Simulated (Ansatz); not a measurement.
**C3H10GeS: a ladder of functionals**

An exercise on one series of results from a longer session: the logs are not shown, and one member is left open.

Method: functionals in def2-TZVPP; program: Ansatz 0.2.0, Gaussian basis.

The runs, in order: LDA (SPW92), PBE-D4, revPBE-D4, BLYP-D4, r2SCAN-D4, B97M-V, PBE0-D4, B3LYP-D4, r2SCANh-D4.

### Structure used throughout

The geometry comes from an earlier relaxation with PBE0-D4 in a triple-zeta def2 set; it is a stationary point, not always the lowest conformer.

SMILES `C[S][GeH]([CH3])[CH3]`, 15 atoms, charge 0, spin multiplicity 1.

Atoms are counted from 1 here; the program's logs count them from 0.

Bond lengths: C1–S2 1.813 Å, C1–H6 1.090 Å, C1–H7 1.090 Å, C1–H8 1.091 Å, S2–Ge3 2.225 Å, Ge3–C4 1.948 Å, Ge3–C5 1.953 Å, Ge3–H9 1.547 Å, C4–H10 1.091 Å, C4–H11 1.090 Å, C4–H12 1.091 Å, C5–H13 1.091 Å, C5–H14 1.091 Å, C5–H15 1.092 Å. Angles: S2–C1–H6 111.6°, S2–C1–H7 106.9°, S2–C1–H8 111.2°, H6–C1–H7 108.5°, H6–C1–H8 109.8°, H7–C1–H8 108.7°, C1–S2–Ge3 99.9°, S2–Ge3–C4 106.1°, S2–Ge3–C5 110.4°, S2–Ge3–H9 107.7°, C4–Ge3–C5 111.7°, C4–Ge3–H9 111.4°, C5–Ge3–H9 109.4°, Ge3–C4–H10 110.1°, Ge3–C4–H11 110.4°, Ge3–C4–H12 110.0°, H10–C4–H11 108.8°, H10–C4–H12 108.7° and more.

The first run:

in.yaml

```yaml
crystal:
  periodic: [false, false, false]
  atoms:
    - {symbol: C, position_ang: [-2.268527, -1.244932, -0.382752]}
    - {symbol: S, position_ang: [-0.751145, -1.012355, -1.347726]}
    - {symbol: Ge, position_ang: [0.571669, -0.152563, 0.220811]}
    - {symbol: C, position_ang: [2.342903, -0.016767, -0.579009]}
    - {symbol: C, position_ang: [-0.097192, 1.591011, 0.793792]}
    - {symbol: H, position_ang: [-2.685103, -0.292475, -0.054450]}
    - {symbol: H, position_ang: [-2.990628, -1.731010, -1.038841]}
    - {symbol: H, position_ang: [-2.092700, -1.888245, 0.480193]}
    - {symbol: H, position_ang: [0.567909, -1.126310, 1.423538]}
    - {symbol: H, position_ang: [3.050712, 0.390469, 0.145134]}
    - {symbol: H, position_ang: [2.692318, -0.998801, -0.898238]}
    - {symbol: H, position_ang: [2.310859, 0.644421, -1.446147]}
    - {symbol: H, position_ang: [-1.104475, 1.504752, 1.203071]}
    - {symbol: H, position_ang: [-0.121710, 2.274420, -0.055974]}
    - {symbol: H, position_ang: [0.553311, 2.007487, 1.565799]}
basis:
  gaussian: {orbitals: def2-TZVPP}
hamiltonian: {xc: lda}
output: {orbitals: {seedname: orbitals}}
```

Started as:

```
ansatz run in.yaml --threads 2 --pin off --events-out ev --progress --plain --max-ram 31744MiB --backend cpu
```

Steps of the session up to this table: LDA; PBE-D4 (GGA); revPBE-D4 (GGA); BLYP-D4 (GGA); r2SCAN-D4 (meta-GGA); B97M-V (meta-GGA); B3LYP-D4 (hybrid); r2SCANh-D4 (hybrid).

One of the session's tables, all rows but one given; the rest of the session is left out.

It belongs to the step «Frontier levels by functional». 

| functional | HOMO (eV) | gap (eV) |
| --- | --- | --- |
| LDA (SPW92) | -5.36 | 4.80 |
| PBE-D4 | ? | ? |
| revPBE-D4 | -5.23 | 4.98 |
| BLYP-D4 | -5.12 | 4.86 |
| r2SCAN-D4 | -5.52 | 5.50 |
| B97M-V | -5.64 | 5.48 |
| PBE0-D4 | -6.48 | 7.01 |
| B3LYP-D4 | -6.25 | 6.52 |
| r2SCANh-D4 | -5.97 | 6.27 |

Q: Estimate the row for PBE-D4 from the others.

As computed: HOMO (eV): -5.27; gap (eV): 4.92. In the column «HOMO (eV)» it lies between LDA (SPW92) (-5.36) and revPBE-D4 (-5.23).
